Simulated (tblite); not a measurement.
# SnTe at GFN2-xTB (tblite): moving one setting at a time

Aim: start from a run with usual settings and see what each changed setting does to the results.

Method: GFN2-xTB (tblite), atoms fixed, no spin polarisation, in tblite 0.8.0.

**1. The system as given**

It takes space group Fm-3m (No. 225, cubic). Conventional cell: a = 6.379 Å, b = 6.379 Å, c = 6.379 Å, α = 90.00°, β = 90.00°, γ = 90.00°. Around Sn (site symmetry m-3m) lie 6 Te at 3.19 Å. Te (site symmetry m-3m) is surrounded by 6 Sn at 3.19 Å.

Structure file:

```cif
data_structure
_symmetry_space_group_name_H-M 'P 1'
_symmetry_Int_Tables_number 1
_cell_length_a 4.5104
_cell_length_b 4.5104
_cell_length_c 4.5104
_cell_angle_alpha 60.000
_cell_angle_beta 60.000
_cell_angle_gamma 60.000
_cell_volume 64.88
loop_
_atom_site_label
_atom_site_type_symbol
_atom_site_fract_x
_atom_site_fract_y
_atom_site_fract_z
_atom_site_occupancy
Sn1 Sn 0.00000 0.00000 0.00000 1
Te1 Te 0.50000 0.50000 0.50000 1
```

The structure type (rocksalt) is imposed and need not be the compound's stable one.

**2. The reference run**

Input file run.py:

```python
import json
from ase import Atoms
from ase.build import make_supercell
from ase.units import Bohr, GPa, Hartree
from tblite.interface import Calculator

atoms = Atoms(['Sn', 'Te'],
              cell=[[0.0, 3.18933033, 3.18933033], [3.18933033, 0.0, 3.18933033], [3.18933033, 3.18933033, 0.0]],
              scaled_positions=[[0.0, 0.0, 0.0], [0.5, 0.5, 0.5]],
              pbc=True)
cluster = make_supercell(atoms, [[-2, 2, 2], [2, -2, 2], [2, 2, -2]])
calc = Calculator('GFN2-xTB', cluster.numbers, cluster.positions / Bohr, lattice=cluster.cell[:] / Bohr, periodic=cluster.pbc)
calc.set('temperature', 0.02 / Hartree)
calc.set('max-iter', 150)
res = calc.singlepoint()
levels = res.get('orbital-energies') * Hartree
nv = round(res.get('orbital-occupations').sum() / 2)
cells = len(cluster) // len(atoms)
out = {'energy_per_cell': res.get('energy') * Hartree / cells, 'homo': levels[nv - 1], 'lumo': levels[nv],
       'stress': (-res.get('virial') * Hartree / cluster.get_volume() / GPa).tolist(), 'charges': res.get('charges')[:len(atoms)].tolist(), 'electrons': 2 * nv / cells}
json.dump(out, open('results.json', 'w'))
for key, value in out.items():
    print(key, value)
```

Launch:

```sh
$ python run.py
```

The program printed (excerpt; [...] marks lines left out):

```text
------------------------------------------------------------
  cycle        total energy    energy error   density error
------------------------------------------------------------
      1     -152.4835983338  -1.5265771E+02   2.4067490E-01
      2      514.5139226370   6.6699752E+02   1.4260734E+00
      3     -169.8243085118  -6.8433823E+02   3.9504241E-02
      4     -166.4946852008   3.3296233E+00   1.4616272E-01
      5     -166.6517313964  -1.5704620E-01   1.4264490E-01
      6     -157.5988123371   9.0529191E+00   4.8078560E-01
      7     -169.5615609006  -1.1962749E+01   3.4398766E-02
      8     -169.7608030955  -1.9924219E-01   2.9428089E-02
      9     -169.8803941694  -1.1959107E-01   1.3760237E-02
     10     -169.8852410906  -4.8469212E-03   9.2313450E-03
     11     -169.8855205155  -2.7942493E-04   9.5596027E-03
     12     -169.8867950641  -1.2745486E-03   7.3371351E-03
     13     -169.8869095798  -1.1451570E-04   3.4930980E-03
     14     -169.8888753290  -1.9657492E-03   3.5203253E-03
     15     -169.8888932761  -1.7947136E-05   3.0250108E-03
     16     -169.8888182303   7.5045771E-05   9.1271955E-04
     17     -169.8888419176  -2.3687304E-05   7.1103821E-04
     18     -169.8889339542  -9.2036614E-05   3.5195589E-04
     19     -169.8889407123  -6.7580145E-06   2.7366232E-04
     20     -169.8889434608  -2.7485449E-06   1.9974938E-04
     21     -169.8889434526   8.1987253E-09   1.1378180E-04
     22     -169.8889432896   1.6302988E-07   1.0987468E-04
     23     -169.8889433352  -4.5595158E-08   1.0954945E-04
     24     -169.8889432915   4.3706109E-08   1.1022294E-04
     25     -169.8889427131   5.7835177E-07   1.2801495E-04
     26     -169.8889409519   1.7612033E-06   1.8678945E-04
     27     -169.8889405663   3.8560236E-07   1.9813252E-04
[... 10 lines of this table left out ...]
     38     -169.8889442631  -7.7018001E-09   3.4011919E-05
     39     -169.8889442695  -6.3967320E-09   3.2349621E-05
     40     -169.8889442713  -1.7868160E-09   3.1361437E-05
     41     -169.8889442721  -7.6698825E-10   3.1101495E-05
     42     -169.8889442728  -7.1418071E-10   3.0952565E-05
     43     -169.8889442733  -5.2011728E-10   3.0743342E-05
     44     -169.8889442741  -7.3751494E-10   3.0136600E-05
     45     -169.8889442738   2.9260150E-10   2.9363202E-05
     46     -169.8889442721   1.6591457E-09   2.7171745E-05
     47     -169.8889442710   1.1338273E-09   2.6862737E-05
     48     -169.8889442279   4.3092115E-08   4.2358612E-05
     49     -169.8889442291  -1.2313137E-09   4.1305545E-05
     50     -169.8889442748  -4.5729166E-08   1.0872074E-05
------------------------------------------------------------

 total:                                   6.887 sec
energy_per_cell -144.46605137296146
homo -7.089963103758023
lumo -7.008519021332556
stress [[-3.768527679587993, -1.0514396759273536e-10, 2.294122591616093e-10], [-1.0514397066570028e-10, -3.7685276613958685, 1.496976025753981e-10], [2.294122269073794e-10, 1.4969758394971263e-10, -3.7685276631782814]]
charges [0.10332819532219739, -0.10334305557567705]
electrons 10.0
```

Run time: 7.4 s. Hardware: 1 thread of Arm Neoverse V2, shared host; peak memory 0.14 GiB.

Gap 0.08 eV; pressure -3.8 GPa. The 64 atoms of the cluster fold only a few k-points onto the zone centre, so gap and energy may not be converged in the cluster's size.

**3. Change: temperature = 0.001**

Changes to run.py since step 2:

```diff
@@ -12,3 +12,3 @@
 calc = Calculator('GFN2-xTB', cluster.numbers, cluster.positions / Bohr, lattice=cluster.cell[:] / Bohr, periodic=cluster.pbc)
-calc.set('temperature', 0.02 / Hartree)
+calc.set('temperature', 0.001 / Hartree)
 calc.set('max-iter', 150)
```

Launch:

```sh
$ python run.py
```

The program printed:

```text
------------------------------------------------------------
  cycle        total energy    energy error   density error
------------------------------------------------------------
      1     -152.4835983338  -1.5265771E+02   2.4067490E-01
      2      514.5141399847   6.6699774E+02   1.4260696E+00
      3     -169.8182878150  -6.8433243E+02   3.9463425E-02
      4     -166.4628225919   3.3554652E+00   1.4665578E-01
      5     -166.6191932582  -1.5637067E-01   1.4317167E-01
      6     -156.7068221404   9.9123711E+00   4.9657432E-01
      7     -169.3909138608  -1.2684092E+01   3.8652072E-02
      8     -169.8552861985  -4.6437234E-01   4.6184829E-02
      9     -169.8674033931  -1.2117195E-02   3.5142789E-02
     10     -169.8705080874  -3.1046942E-03   1.6842335E-02
     11     -169.8737656405  -3.2575532E-03   1.4794435E-02
     12     -169.8782120043  -4.4463638E-03   1.0814174E-02
     13     -169.8797965180  -1.5845137E-03   9.7156075E-03
     14     -169.8825744998  -2.7779818E-03   9.7667291E-03
     15     -169.8835320360  -9.5753617E-04   8.7916273E-03
     16     -169.8850694327  -1.5373967E-03   6.0058036E-03
     17     -169.8857290676  -6.5963491E-04   4.6400161E-03
     18     -169.8858425362  -1.1346858E-04   4.4775900E-03
     19     -169.8858476349  -5.0987271E-06   4.3856169E-03
     20     -169.8859566395  -1.0900460E-04   3.7683469E-03
     21     -169.8863242497  -3.6761020E-04   1.7550711E-03
     22     -169.8864286608  -1.0441113E-04   9.6199436E-04
     23     -169.8864586416  -2.9980814E-05   8.6771880E-04
     24     -169.8864723384  -1.3696757E-05   7.1232427E-04
     25     -169.8864751097  -2.7713367E-06   6.5337442E-04
     26     -169.8864780692  -2.9594337E-06   4.1499717E-04
     27     -169.8864787198  -6.5063645E-07   3.5131636E-04
[... 14 lines of this table left out ...]
     42     -169.8864784285  -1.2417517E-06   3.6983508E-04
     43     -169.8864817578  -3.3293179E-06   2.9682324E-04
     44     -169.8864815886   1.6922715E-07   3.0057999E-04
     45     -169.8864811228   4.6579854E-07   3.0882953E-04
     46     -169.8864817064  -5.8361547E-07   2.9387781E-04
     47     -169.8864839433  -2.2369369E-06   2.3401320E-04
     48     -169.8864842712  -3.2785252E-07   2.2533622E-04
     49     -169.8864833819   8.8928741E-07   2.4648257E-04
     50     -169.8864837008  -3.1893012E-07   2.2834699E-04
     51     -169.8864859856  -2.2847571E-06   1.6525006E-04
     52     -169.8864879500  -1.9644605E-06   8.1779079E-05
     53     -169.8864882897  -3.3967362E-07   5.7409530E-05
     54     -169.8864885733  -2.8361191E-07   1.3180556E-05
------------------------------------------------------------

 total:                                   7.425 sec
energy_per_cell -144.46396315291298
homo -7.044559405561985
lumo -6.98075314262012
stress [[-3.189789674404584, -1.8619254639836078e-09, 5.387032207420815e-10], [-1.8619255125043692e-09, -3.1897895327680215, 3.6135098749937336e-10], [5.387032513957197e-10, 3.613509485959841e-10, -3.1897872740833426]]
charges [0.11211012550418091, -0.11211622638358285]
electrons 10.0
```

Wall time 7.9 s (1 thread of Arm Neoverse V2, shared host); peak memory 0.14 GiB.

Against the reference run the gap moves by -0.02 eV and the energy by +1.0 meV/atom.

**4. Change: temperature = 0.1**

Changes to run.py since step 3:

```diff
@@ -12,3 +12,3 @@
 calc = Calculator('GFN2-xTB', cluster.numbers, cluster.positions / Bohr, lattice=cluster.cell[:] / Bohr, periodic=cluster.pbc)
-calc.set('temperature', 0.001 / Hartree)
+calc.set('temperature', 0.1 / Hartree)
 calc.set('max-iter', 150)
```

Launch:

```sh
$ python run.py
```

The program printed:

```text
------------------------------------------------------------
  cycle        total energy    energy error   density error
------------------------------------------------------------
      1     -152.4908442115  -1.5266495E+02   2.4059589E-01
      2      515.7607734371   6.6825162E+02   1.4274818E+00
      3     -169.9245238761  -6.8568530E+02   4.8771037E-02
      4     -167.1597257538   2.7647981E+00   1.3239017E-01
      5     -168.0378223002  -8.7809655E-01   1.0672698E-01
      6     -169.6915816552  -1.6537594E+00   1.2061961E-01
      7     -169.8316634985  -1.4008184E-01   2.6483817E-02
      8     -169.8348850462  -3.2215477E-03   2.1535489E-02
      9     -169.9083146970  -7.3429651E-02   7.9043657E-03
     10     -169.9234671503  -1.5152453E-02   5.9862466E-03
     11     -169.9276633483  -4.1961980E-03   6.0100897E-03
     12     -169.9276703312  -6.9829152E-06   5.1230299E-03
     13     -169.9277513184  -8.0987185E-05   3.1305447E-03
     14     -169.9278510028  -9.9684368E-05   8.7450240E-04
     15     -169.9278643463  -1.3343563E-05   6.5200403E-04
     16     -169.9278706859  -6.3396138E-06   5.6400222E-04
     17     -169.9278608757   9.8102529E-06   6.4249569E-04
     18     -169.9278561429   4.7328165E-06   6.5984015E-04
     19     -169.9278630221  -6.8792376E-06   5.0787473E-04
     20     -169.9278889352  -2.5913119E-05   1.0035930E-04
     21     -169.9278898636  -9.2839440E-07   6.3682312E-05
     22     -169.9278905240  -6.6040545E-07   1.5095858E-05
------------------------------------------------------------

 total:                                   4.745 sec
energy_per_cell -144.49916954236707
homo -7.185873545408365
lumo -7.064532803538927
stress [[-4.942339816370246, -8.169804525722602e-12, -4.484554946800522e-12], [-8.16980256426696e-12, -4.942339816083152, -1.2966552843481088e-11], [-4.48455183367871e-12, -1.2966644292722303e-11, -4.942339816835803]]
charges [0.08539880023352799, -0.08544450558166247]
electrons 10.0
```

It took 5.3 s on 1 thread of Arm Neoverse V2, shared host; peak memory 0.14 GiB.

Against the reference run the gap moves by +0.04 eV and the energy by -16.6 meV/atom. At a high electronic temperature the free energy holds a large −TS term.

**5. Change: accuracy = 0.01**

Changes to run.py since step 4:

```diff
@@ -12,4 +12,5 @@
 calc = Calculator('GFN2-xTB', cluster.numbers, cluster.positions / Bohr, lattice=cluster.cell[:] / Bohr, periodic=cluster.pbc)
-calc.set('temperature', 0.1 / Hartree)
+calc.set('temperature', 0.02 / Hartree)
 calc.set('max-iter', 150)
+calc.set('accuracy', 0.01)
 res = calc.singlepoint()
```

Launch:

```sh
$ python run.py
```

The program printed:

```text
------------------------------------------------------------
  cycle        total energy    energy error   density error
------------------------------------------------------------
      1     -152.4835983338  -1.5265771E+02   2.4067490E-01
      2      514.5139226370   6.6699752E+02   1.4260734E+00
      3     -169.8243085118  -6.8433823E+02   3.9504241E-02
      4     -166.4946852008   3.3296233E+00   1.4616272E-01
      5     -166.6517313964  -1.5704620E-01   1.4264490E-01
      6     -157.5988123371   9.0529191E+00   4.8078560E-01
      7     -169.5615609006  -1.1962749E+01   3.4398766E-02
      8     -169.7608030955  -1.9924219E-01   2.9428089E-02
      9     -169.8803941694  -1.1959107E-01   1.3760237E-02
     10     -169.8852410906  -4.8469212E-03   9.2313450E-03
     11     -169.8855205155  -2.7942493E-04   9.5596027E-03
     12     -169.8867950641  -1.2745486E-03   7.3371351E-03
     13     -169.8869095798  -1.1451570E-04   3.4930980E-03
     14     -169.8888753290  -1.9657492E-03   3.5203253E-03
     15     -169.8888932761  -1.7947136E-05   3.0250108E-03
     16     -169.8888182303   7.5045771E-05   9.1271955E-04
     17     -169.8888419176  -2.3687304E-05   7.1103821E-04
     18     -169.8889339542  -9.2036614E-05   3.5195589E-04
     19     -169.8889407123  -6.7580145E-06   2.7366232E-04
     20     -169.8889434608  -2.7485449E-06   1.9974938E-04
     21     -169.8889434526   8.1987253E-09   1.1378180E-04
     22     -169.8889432896   1.6302988E-07   1.0987468E-04
     23     -169.8889433352  -4.5595158E-08   1.0954945E-04
     24     -169.8889432915   4.3706109E-08   1.1022294E-04
     25     -169.8889427131   5.7835177E-07   1.2801495E-04
     26     -169.8889409519   1.7612033E-06   1.8678945E-04
     27     -169.8889405663   3.8560236E-07   1.9813252E-04
[... 38 lines of this table left out ...]
     66     -169.8889442800  -5.4370730E-11   1.6469578E-06
     67     -169.8889442800  -7.1338491E-12   1.6149791E-06
     68     -169.8889442800   6.8496320E-12   1.5714837E-06
     69     -169.8889442800  -5.3631766E-11   1.3713924E-06
     70     -169.8889442800   4.6327386E-12   1.4391492E-06
     71     -169.8889442800   2.7853275E-12   1.5302914E-06
     72     -169.8889442800  -1.3670842E-11   1.3836642E-06
     73     -169.8889442800  -1.9895197E-12   1.3523904E-06
     74     -169.8889442800  -1.4779289E-12   1.2651024E-06
     75     -169.8889442800  -9.2938990E-12   9.3083354E-07
     76     -169.8889442801  -3.1178615E-11   3.7468251E-07
     77     -169.8889442801  -5.6274985E-12   2.5146847E-07
     78     -169.8889442801  -2.8137492E-12   1.5978336E-07
------------------------------------------------------------

 total:                                   9.019 sec
energy_per_cell -144.46605137742552
homo -7.08996743822605
lumo -7.008513589154736
stress [[-3.7684972748861623, -1.8279573386535742e-11, 3.7671338734946234e-11], [-1.8279528186677713e-11, -3.7684972746794543, 1.1930778132266442e-10], [3.767134517812608e-11, 1.1930784966464135e-10, -3.7684972747156564]]
charges [0.10335138602179197, -0.10335057269994327]
electrons 10.0
```

Run time: 9.5 s. Hardware: 1 thread of Arm Neoverse V2, shared host; peak memory 0.14 GiB.

Against the reference run the gap moves by 0.00 eV and the energy by 0.0 meV/atom.

**6. Change: accuracy = 1000.0**

Changes to run.py since step 5:

```diff
@@ -14,3 +14,3 @@
 calc.set('max-iter', 150)
-calc.set('accuracy', 0.01)
+calc.set('accuracy', 1000.0)
 res = calc.singlepoint()
```

Launch:

```sh
$ python run.py
```

The program printed:

```text
[... start of the log left out ...]
------------------------------------------------------------
  cycle        total energy    energy error   density error
------------------------------------------------------------
      1     0.1741107750090   0.0000000E+00   0.0000000E+00
------------------------------------------------------------

tblite.exceptions.TBLiteRuntimeError: (sygvd) failed to solve eigenvalue problem. info=257
```

It took 1.7 s on 1 thread of Arm Neoverse V2, shared host; peak memory 0.13 GiB.

The program failed.

**7. Change: cluster = 1x1x1**

Changes to run.py since step 6:

```diff
@@ -10,3 +10,3 @@
               pbc=True)
-cluster = make_supercell(atoms, [[-2, 2, 2], [2, -2, 2], [2, 2, -2]])
+cluster = make_supercell(atoms, [[-1, 1, 1], [1, -1, 1], [1, 1, -1]])
 calc = Calculator('GFN2-xTB', cluster.numbers, cluster.positions / Bohr, lattice=cluster.cell[:] / Bohr, periodic=cluster.pbc)
@@ -14,3 +14,2 @@
 calc.set('max-iter', 150)
-calc.set('accuracy', 1000.0)
 res = calc.singlepoint()
```

Launch:

```sh
$ python run.py
```

The program printed:

```text
------------------------------------------------------------
  cycle        total energy    energy error   density error
------------------------------------------------------------
      1     -21.45548277296  -2.1477247E+01   1.1182530E-01
      2      15.76652112085   3.7222004E+01   9.7014413E-01
      3     -21.87815079536  -3.7644672E+01   1.6466851E-01
      4     -21.86291356648   1.5237229E-02   1.7281873E-01
      5     -21.94496102297  -8.2047456E-02   1.3590538E-02
      6     -21.94958854326  -4.6275203E-03   5.0094407E-03
      7     -21.94946748173   1.2106153E-04   4.0853426E-03
      8     -21.94955747550  -8.9993767E-05   3.4412928E-03
      9     -21.94964700110  -8.9525598E-05   2.3474101E-03
     10     -21.94969793675  -5.0935656E-05   1.7822975E-03
     11     -21.94975630181  -5.8365062E-05   7.1414064E-04
     12     -21.94976579114  -9.4893244E-06   2.8777813E-04
     13     -21.94976732386  -1.5327218E-06   1.1421621E-04
     14     -21.94976761856  -2.9470376E-07   3.8805065E-06
------------------------------------------------------------

 total:                                   0.426 sec
energy_per_cell -149.32089995346945
homo -10.118785086402362
lumo -4.517384543820916
stress [[-16.65579878450645, -1.3546352485703838e-10, 1.684821730630093e-10], [-1.3546339376927616e-10, -16.655798784561725, 2.476719325528037e-10], [1.6848218554958057e-10, 2.4767192979172016e-10, -16.655798785240684]]
charges [-0.05959933297873787, 0.05959976310428808]
electrons 10.0
```

It took 0.93 s on 1 thread of Arm Neoverse V2, shared host; peak memory 0.091 GiB.

Against the reference run the gap moves by +5.52 eV and the energy by -2427.4 meV/atom. One cell at the zone centre alone can't describe the crystal.

**8. What moved**

| change | ends | gap (eV) | energy (meV/atom) | pressure (GPa) | time |
| --- | --- | --- | --- | --- | --- |
| none | converged | 0.08 | 0 | -3.8 | 7.4 s |
| temperature = 0.001 | converged | -0.02 | +1.0 | +0.6 | 7.9 s |
| temperature = 0.1 | converged | +0.04 | -16.6 | -1.2 | 5.3 s |
| accuracy = 0.01 | converged | 0.00 | 0.0 | 0.0 | 9.5 s |
| accuracy = 1000.0 | crashed | – | – | – | 1.7 s |
| cluster = 1x1x1 | converged | +5.52 | -2427.4 | -12.9 | 0.93 s |

The first row holds values, the others changes from it. Keys are the program's: temperature in eV (tblite) or K (CP2K), cutoffs in Ry, CUTOFP in Å. Among the numerical settings, cluster = 1x1x1 moves the energy most (-2427.4 meV/atom). 1 of the 5 changes gave no result. The changed runs test settings; they are no properties of the crystal.
